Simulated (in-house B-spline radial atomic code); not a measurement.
# B⁴⁺: a test of the knot spacing (logarithmic)

How far can the knot spacing (logarithmic) be changed before the B⁴⁺ run goes wrong?

The numbers are computed with in-house B-spline radial atomic code version 1 (Dirac-Coulomb BLYP, spherical fractional occupations, Fermi nucleus, basis-set limit), except any that are marked as measured or tabulated.

### 1 The atom as given

* element: boron (Z = 5)
* charge: +4
* electrons: 1
* configuration: 1s1
* Hamiltonian: Dirac-Coulomb
* nucleus: Fermi, rms radius 2.406 fm

A run counts as converged when the orbital gradient is under the tolerance times 10 hartree (or under the basis's noise floor) and the energy moved by less than 1e-8 hartree times the root of its size. Energy differences under 4e-08 hartree are noise.

Input settings:

```ini
Z = 5
electrons = 1.0
configuration = 1s1
hamiltonian = dirac
method = b88,lyp
spin_polarised = False
nucleus = fermi
rms_radius = 2.406
mass_number = 11
atomic_mass = 11.009305166
speed_of_light = 137.035999084
knot_spacing = 0.22
spline_order = 8
gauss_points = 12
box_radius = 12.77
max_iterations = 70
damping = 0.5
damped_steps = 3
diis_vectors = 10
tolerance = 1e-08
start = Thomas-Fermi
```

The reference is known from an earlier run: -12.248580 hartree in all. Up to eight levels, counted from the top:

```
orbital  occupation  energy (eV)  <r> (bohr)
  1s1/2           1      -300.77      0.3052
```

### 2 Knot spacing (logarithmic) 0.1

Input settings:

```ini
Z = 5
electrons = 1.0
configuration = 1s1
hamiltonian = dirac
method = b88,lyp
spin_polarised = False
nucleus = fermi
rms_radius = 2.406
mass_number = 11
atomic_mass = 11.009305166
speed_of_light = 137.035999084
knot_spacing = 0.1
spline_order = 8
gauss_points = 12
box_radius = 12.77
max_iterations = 70
damping = 0.5
damped_steps = 3
diis_vectors = 10
tolerance = 1e-08
start = Thomas-Fermi
```

Command:

```sh
$ python run_scf.py task.json out
```

The settings of every run stand in task.json; they run in order.

### 3 Knot spacing (logarithmic) 0.15

The settings differ from step 2 so:

```diff
@@ -11,3 +11,3 @@
 speed_of_light = 137.035999084
-knot_spacing = 0.1
+knot_spacing = 0.15
 spline_order = 8
```

### 4 Knot spacing (logarithmic) 0.3

The settings differ from step 3 so:

```diff
@@ -11,3 +11,3 @@
 speed_of_light = 137.035999084
-knot_spacing = 0.15
+knot_spacing = 0.3
 spline_order = 8
```

### 5 Knot spacing (logarithmic) 0.4

The settings differ from step 4 so:

```diff
@@ -11,3 +11,3 @@
 speed_of_light = 137.035999084
-knot_spacing = 0.3
+knot_spacing = 0.4
 spline_order = 8
```

### 6 Knot spacing (logarithmic) 0.55

The settings differ from step 5 so:

```diff
@@ -11,3 +11,3 @@
 speed_of_light = 137.035999084
-knot_spacing = 0.4
+knot_spacing = 0.55
 spline_order = 8
```

### 7 Knot spacing (logarithmic) 0.75

The settings differ from step 6 so:

```diff
@@ -11,3 +11,3 @@
 speed_of_light = 137.035999084
-knot_spacing = 0.55
+knot_spacing = 0.75
 spline_order = 8
```

### 8 Knot spacing (logarithmic) 1

The settings differ from step 7 so:

```diff
@@ -11,3 +11,3 @@
 speed_of_light = 137.035999084
-knot_spacing = 0.75
+knot_spacing = 1.0
 spline_order = 8
```

### 9 Knot spacing (logarithmic) 1.4

The settings differ from step 8 so:

```diff
@@ -11,3 +11,3 @@
 speed_of_light = 137.035999084
-knot_spacing = 1.0
+knot_spacing = 1.4
 spline_order = 8
```

Q: Which of these runs converge to the reference energy, which miss it and by about how much, and which fail?

As calculated:

| run | outcome | iterations | energy less the reference (hartree) |
| --- | --- | --- | --- |
| reference | converged | 6 | 0 |
| knot spacing (logarithmic) 0.1 | converged | 6 | below noise |
| knot spacing (logarithmic) 0.15 | converged | 6 | below noise |
| knot spacing (logarithmic) 0.3 | converged | 6 | +6.07e-08 |
| knot spacing (logarithmic) 0.4 | converged | 6 | +1.31e-06 |
| knot spacing (logarithmic) 0.55 | converged | 6 | +2.34e-05 |
| knot spacing (logarithmic) 0.75 | not converged | 70 | - |
| knot spacing (logarithmic) 1 | converged | 40 | +0.00535 |
| knot spacing (logarithmic) 1.4 | converged | 6 | +0.00385 |

Of 8 changed inputs, 4 gave the reference energy within 1e-05 hartree, 3 converged to another value and 1 did not converge. The worst converged miss is +0.00535 hartree (knot spacing (logarithmic) 1): knots so far apart cannot follow the orbitals.
